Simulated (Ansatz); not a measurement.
# Si: the cost of one run

Method: DFT LDA, scalar-relativistic, plane waves, PAW, in Ansatz 0.2.0.

## 1. Starting point

Symmetry: Fd-3m, No. 227, cubic system. The conventional cell has a = 5.444 Å, b = 5.444 Å, c = 5.444 Å, α = 90.00°, β = 90.00°, γ = 90.00°. Si (site symmetry -43m) has 4 Si at 2.36 Å as nearest neighbours.

Coordinates:

```cif
data_structure
_symmetry_space_group_name_H-M 'Fd-3m:1'
_symmetry_Int_Tables_number 227
_cell_length_a 5.4437
_cell_length_b 5.4437
_cell_length_c 5.4437
_cell_angle_alpha 90.000
_cell_angle_beta 90.000
_cell_angle_gamma 90.000
_cell_volume 161.32
loop_
_atom_site_label
_atom_site_type_symbol
_atom_site_symmetry_multiplicity
_atom_site_Wyckoff_symbol
_atom_site_fract_x
_atom_site_fract_y
_atom_site_fract_z
_atom_site_occupancy
Si1 Si 8 a 0.25000 0.25000 0.25000 1
```

The structure comes from the Materials Project (structure only).

(A quick probe on a coarse mesh, which set the mesh and smearing, is not shown.)

## 3. The relaxation

The input, input.yaml:

```yaml
crystal:
  lattice:
    - [0.0, 2.72185119, 2.72185119]
    - [2.72185119, 0.0, 2.72185119]
    - [2.72185119, 2.72185119, 0.0]
  atoms:
    - { symbol: Si, position: [0.75, 0.75, 0.75] }
    - { symbol: Si, position: [0.5, 0.5, 0.5] }
basis:
  ecutwfc: 420
kpoints:
  mp_grid: { grid: [8, 8, 8] }
hamiltonian:
  xc: lda
scf:
  occupations: { method: gaussian, width: 0.02 }
output:
  forces: true
  stress: true
  eigenvalues: true
  write_density: true
  write_potential: true
  elf: true
  volumetric_format: npy
relax:
  adjacent_minimum: "off"
  f_tol: 0.005
  max_steps: 80
  cell: { stress_tol: 0.05 }
```

Started as:

```console
ansatz run input.yaml --threads 8 --pin off --max-ram 20480MiB --backend cpu --events-out ev --progress --plain --runs-dir out
```

**Question.** How long does this run take on 8 threads of Intel Xeon Platinum 8259CL at 2.50GHz (Skylake/Cascade Lake), shared host, and how much memory does it need?

About 1.1 s, with a peak of 0.36 GiB.
